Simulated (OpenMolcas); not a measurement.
# Co³⁺: CASSCF and CASPT2 terms and fine-structure levels, part 2 of 3

Which level of Co³⁺ lies lowest, and where do the others fall? The reference wave functions come first, then spin-orbit coupling, then second-order correlation under several settings.

OpenMolcas 26.06; ANO-RCC-VTZP, DKH2, active space 6 electrons in 10 orbitals (3d 4d), orbitals: per spin and parity. Earlier steps stand in the parts before.

## Step 8: CASPT2: IPEA 0.25, imaginary shift 0.1 (closed shells correlated: 3s 3p)

File a.inp:

```
>>> COPY JOB001 $Project.JobIph
&CASPT2
Multistate=5 1 2 3 4 5
Frozen=2 3
IPEA=0.25
Imaginary=0.1
MaxIter=60
WThr=0.0 0.3 0.05
PrWF=0.5
NoMix
>>> COPY JOB002 $Project.JobIph
&CASPT2
Multistate=45 1 2 3 4 5 6 7 8 9 10 11 12 13 14 15 16 17 18 19 20 21 22
23 24 25 26 27 28 29 30 31 32 33 34 35 36 37 38 39 40 41 42 43 44 45
Frozen=2 3
IPEA=0.25
Imaginary=0.1
MaxIter=60
WThr=0.0 0.3 0.05
PrWF=0.5
NoMix
>>> COPY JOB003 $Project.JobIph
&CASPT2
Multistate=44 1 2 3 4 5 6 7 8 9 10 11 12 13 14 15 16 17 18 19 20 21 22
23 24 25 26 27 28 29 30 31 32 33 34 35 36 37 38 39 40 41 42 43 44
Frozen=2 3
IPEA=0.25
Imaginary=0.1
MaxIter=60
WThr=0.0 0.3 0.05
PrWF=0.5
NoMix
```

Standard output:

```text
Orbital specifications:
      -----------------------

      Symmetry species                           1   2
                                                ag  au
      Frozen orbitals                            2   3
      Inactive orbitals                          1   3
      Active orbitals                           10   0
      Secondary orbitals                        17  23
      Deleted orbitals                           0   0
      Number of basis functions                 30  29
Type of calculation                        MS-CASPT2
      Fock operator                              state-specific
      IPEA shift                                 0.25
      Real shift                                 0.00
      Imaginary shift                            0.10
      The input orbitals will be transformed to quasi-canonical
Reference energy:       -1389.8940128050
      E2 (Non-variational):      -0.3437250700
      Shift correction:          -0.0000402557
      E2 (Variational):          -0.3437653257
      Total energy:           -1390.2377781308
      Residual norm:              0.0000001911
      Reference weight:           0.96749
      Contributions to the CASPT2 correlation energy
      Active & Virtual Only:         -0.0657173969
      One Inactive Excited:          -0.1879169507
      Two Inactive Excited:          -0.0900907224
Reference energy:       -1389.8940128050
      E2 (Non-variational):      -0.3437251026
      Shift correction:          -0.0000402565
      E2 (Variational):          -0.3437653591
      Total energy:           -1390.2377781641
      Residual norm:              0.0000001908
      Reference weight:           0.96749
      Contributions to the CASPT2 correlation energy
      Active & Virtual Only:         -0.0657174987
      One Inactive Excited:          -0.1879168775
      Two Inactive Excited:          -0.0900907264
::    CASPT2 Root  1     Total energy:  -1390.23777813
::    CASPT2 Root  2     Total energy:  -1390.23777816
::    CASPT2 Root  3     Total energy:  -1390.23777762
::    CASPT2 Root  4     Total energy:  -1390.23777771
::    CASPT2 Root  5     Total energy:  -1390.23777765
::    MS-CASPT2 Root  1     Total energy:  -1390.23777935
::    MS-CASPT2 Root  2     Total energy:  -1390.23777884
::    MS-CASPT2 Root  3     Total energy:  -1390.23777780
::    MS-CASPT2 Root  4     Total energy:  -1390.23777735
::    MS-CASPT2 Root  5     Total energy:  -1390.23777593
Orbital specifications:
      -----------------------

      Symmetry species                           1   2
                                                ag  au
      Frozen orbitals                            2   3
      Inactive orbitals                          1   3
      Active orbitals                           10   0
      Secondary orbitals                        17  23
      Deleted orbitals                           0   0
      Number of basis functions                 30  29
Type of calculation                        MS-CASPT2
      Fock operator                              state-specific
      IPEA shift                                 0.25
      Real shift                                 0.00
      Imaginary shift                            0.10
      The input orbitals will be transformed to quasi-canonical
Reference energy:       -1389.7787616493
      E2 (Non-variational):      -0.3481843032
      Shift correction:          -0.0000404971
      E2 (Variational):          -0.3482248003
      Total energy:           -1390.1269864496
      Residual norm:              0.0000001862
      Reference weight:           0.96714
      Contributions to the CASPT2 correlation energy
      Active & Virtual Only:         -0.0643510456
      One Inactive Excited:          -0.1995456295
      Two Inactive Excited:          -0.0842876281
Reference energy:       -1389.7787616493
      E2 (Non-variational):      -0.3482209035
      Shift correction:          -0.0000405098
      E2 (Variational):          -0.3482614133
      Total energy:           -1390.1270230626
      Residual norm:              0.0000001856
      Reference weight:           0.96713
      Contributions to the CASPT2 correlation energy
      Active & Virtual Only:         -0.0643649237
      One Inactive Excited:          -0.1995503957
      Two Inactive Excited:          -0.0843055841
::    CASPT2 Root  1     Total energy:  -1390.12698645
::    CASPT2 Root  2     Total energy:  -1390.12702306
::    CASPT2 Root  3     Total energy:  -1390.12703762
::    CASPT2 Root  4     Total energy:  -1390.12710300
::    CASPT2 Root  5     Total energy:  -1390.12701034
::    CASPT2 Root  6     Total energy:  -1390.12700670
::    CASPT2 Root  7     Total energy:  -1390.12700188
::    CASPT2 Root  8     Total energy:  -1390.12699572
::    CASPT2 Root  9     Total energy:  -1390.12703664
::    CASPT2 Root 10     Total energy:  -1390.12707935
::    CASPT2 Root 11     Total energy:  -1390.12705011
::    CASPT2 Root 12     Total energy:  -1390.12813559
::    CASPT2 Root 13     Total energy:  -1390.12810413
::    CASPT2 Root 14     Total energy:  -1390.12809838
::    CASPT2 Root 15     Total energy:  -1390.11890723
::    CASPT2 Root 16     Total energy:  -1390.11897734
::    CASPT2 Root 17     Total energy:  -1390.11923599
::    CASPT2 Root 18     Total energy:  -1390.11899095
::    CASPT2 Root 19     Total energy:  -1390.11923239
::    CASPT2 Root 20     Total energy:  -1390.11921854
::    CASPT2 Root 21     Total energy:  -1390.11886993
::    CASPT2 Root 22     Total energy:  -1390.10326716
::    CASPT2 Root 23     Total energy:  -1390.10310271
::    CASPT2 Root 24     Total energy:  -1390.10310595
::    CASPT2 Root 25     Total energy:  -1390.10325574
::    CASPT2 Root 26     Total energy:  -1390.10321159
::    CASPT2 Root 27     Total energy:  -1390.10314012
::    CASPT2 Root 28     Total energy:  -1390.10317969
::    CASPT2 Root 29     Total energy:  -1390.10308763
::    CASPT2 Root 30     Total energy:  -1390.10323901
Orbital specifications:
      -----------------------

      Symmetry species                           1   2
                                                ag  au
      Frozen orbitals                            2   3
      Inactive orbitals                          1   3
      Active orbitals                           10   0
      Secondary orbitals                        17  23
      Deleted orbitals                           0   0
      Number of basis functions                 30  29
Type of calculation                        MS-CASPT2
      Fock operator                              state-specific
      IPEA shift                                 0.25
      Real shift                                 0.00
      Imaginary shift                            0.10
      The input orbitals will be transformed to quasi-canonical
Reference energy:       -1389.7217525956
      E2 (Non-variational):      -0.3490465550
      Shift correction:          -0.0000400653
      E2 (Variational):          -0.3490866203
      Total energy:           -1390.0708392159
      Residual norm:              0.0000002511
      Reference weight:           0.96719
      Contributions to the CASPT2 correlation energy
      Active & Virtual Only:         -0.0631045223
      One Inactive Excited:          -0.2045237856
      Two Inactive Excited:          -0.0814182470
Reference energy:       -1389.7217525956
      E2 (Non-variational):      -0.3489595502
      Shift correction:          -0.0000400395
      E2 (Variational):          -0.3489995897
      Total energy:           -1390.0707521853
      Residual norm:              0.0000002494
      Reference weight:           0.96721
      Contributions to the CASPT2 correlation energy
      Active & Virtual Only:         -0.0631029628
      One Inactive Excited:          -0.2044528702
      Two Inactive Excited:          -0.0814037171
::    CASPT2 Root  1     Total energy:  -1390.07083922
::    CASPT2 Root  2     Total energy:  -1390.07075219
::    CASPT2 Root  3     Total energy:  -1390.07075772
::    CASPT2 Root  4     Total energy:  -1390.07063124
::    CASPT2 Root  5     Total energy:  -1390.07104846
::    CASPT2 Root  6     Total energy:  -1390.07105340
::    CASPT2 Root  7     Total energy:  -1390.07129852
::    CASPT2 Root  8     Total energy:  -1390.07071780
::    CASPT2 Root  9     Total energy:  -1390.07086264
::    CASPT2 Root 10     Total energy:  -1390.07100071
::    CASPT2 Root 11     Total energy:  -1390.07077916
::    CASPT2 Root 12     Total energy:  -1390.07072505
::    CASPT2 Root 13     Total energy:  -1390.07084219
::    CASPT2 Root 14     Total energy:  -1390.06678307
::    CASPT2 Root 15     Total energy:  -1390.06665327
::    CASPT2 Root 16     Total energy:  -1390.06675831
::    CASPT2 Root 17     Total energy:  -1390.06634198
::    CASPT2 Root 18     Total energy:  -1390.06652238
::    CASPT2 Root 19     Total energy:  -1390.06688865
::    CASPT2 Root 20     Total energy:  -1390.06688306
::    CASPT2 Root 21     Total energy:  -1390.06708821
::    CASPT2 Root 22     Total energy:  -1390.06736207
::    CASPT2 Root 23     Total energy:  -1390.04586729
::    CASPT2 Root 24     Total energy:  -1390.03999913
::    CASPT2 Root 25     Total energy:  -1390.03996948
::    CASPT2 Root 26     Total energy:  -1390.03996641
::    CASPT2 Root 27     Total energy:  -1390.03997332
::    CASPT2 Root 28     Total energy:  -1390.03999319
::    CASPT2 Root 29     Total energy:  -1390.00355742
::    CASPT2 Root 30     Total energy:  -1390.00366981
```

This run took 35 min in all on 1 thread, shared host.

SS-CASPT2: lowest energy less the reference's lowest, -0.3438 hartree; reference weights 0.962 to 0.967. These are the single-state energies of the run (the lines without MS-).

Spin-free terms, from the roots grouped by L:

| configuration | term | E (cm-1) | spread (cm-1) |
| --- | --- | --- | --- |
| 3d6 | 5D | 0.0 | 0 |
| 3d6 | 3P(1) | 24070 | 8 |
| 3d6 | 3H | 24310 | 26 |
| 3d6 | 3F(1) | 26060 | 80 |
| 3d6 | 3G | 29540 | 39 |
| 3d6 | 3D | 36620 | 37 |
| 3d6 | 1I | 36630 | 146 |
| 3d6 | 1G(1) | 37520 | 224 |
| 3d6 | 1S | 42120 | 0 |
| 3d6 | 1D | 43410 | 7 |
| 3d6 | 1F | 51360 | 128 |
| 3d6 | 3P(2) | 59990 | 5 |
| 3d6 | 3F(2) | 60410 | 299 |
| 3d6 | 1G(2) | 69110 | 191 |

Levels with spin-orbit coupling, from the RASSI matrix with the averaged CASPT2 term energies on its diagonal:

```tsv
Configuration	Term	J	E (cm-1)	g	Leading %	Second
3d6	5D	4	0.0	1.501	100	
3d6	5D	3	609	1.501	100	
3d6	5D	2	1028	1.501	100	
3d6	5D	1	1295	1.501	100	
3d6	5D	0	1426		100	
3d6	3P(1)	2	23770	1.500	99	
3d6	3H	6	24620	1.166	100	
3d6	3H	5	24890	1.037	98	2 3G
3d6	3H	4	25070	0.818	94	2 3F(1)
3d6	3P(1)	1	25660	1.499	100	
3d6	3F(1)	4	26330	1.228	93	4 3H
3d6	3P(1)	0	26430		99	
3d6	3F(1)	3	26640	1.074	97	3 3G
3d6	3F(1)	2	26860	0.667	100	
3d6	3G	5	29950	1.197	98	2 3H
3d6	3G	4	30490	1.054	95	4 3F(1)
3d6	3G	3	30710	0.760	97	3 3F(1)
3d6	3D	1	37110	0.501	100	
3d6	3D	2	37130	1.166	98	
3d6	1I	6	37320	1.001	100	
3d6	3D	3	37350	1.333	100	
3d6	1G(1)	4	38350	1.001	99	
3d6	1S	0	42910		99	
3d6	1D	2	44180	1.002	98
```

(Continued in part 3 of 3.)
